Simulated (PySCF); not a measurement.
# C7H6O: the cost of one run

The runs use PySCF 2.14.0, with density-fitted response routines of our own; the level of theory stands in each step. All values are computed, except where a source is named. Atoms are numbered from 0 throughout.

## 1. The molecule as given

14 atoms, charge 0, multiplicity 1; geometry from: GFN2-xTB.

Bonds of the start (Å): O0–C1 1.23, C1–C2 1.46, C2–C3 1.35, C3–C4 1.42, C4–C5 1.36, C5–C6 1.42, C6–C7 1.35, C7–C1 1.46, C2–H8 1.08, C3–H9 1.08, C4–H10 1.08, C5–H11 1.08, C6–H12 1.08, C7–H13 1.08.

## 2. Relaxing the molecule at PBE0-D3(BJ)/def2-SVP

Job settings and geometry (Å):

```
{"job": {"xc": "PBE0", "basis": "def2-SVP", "d3": "d3bj", "grid": 2, "kind": "geom"}, "charge": 0, "multiplicity": 1}
O      2.480540    -0.248370    -0.172810
C      1.264120    -0.126600    -0.086450
C      0.680780     1.212490    -0.051620
C     -0.602350     1.625980     0.032530
C     -1.797410     0.861650     0.118060
C     -1.931380    -0.488210     0.135940
C     -0.910270    -1.474500     0.070510
C      0.428680    -1.323600    -0.023960
H      1.447660     1.977230    -0.106260
H     -0.760330     2.698860     0.037380
H     -2.707960     1.444970     0.176580
H     -2.938610    -0.879460     0.208050
H     -1.276130    -2.494910     0.101340
H      1.029750    -2.225350    -0.062490
```

Q: Estimate the wall time of this first job on 8 threads of AMD EPYC 7R43 (Zen 3), shared host.

About 42 s.
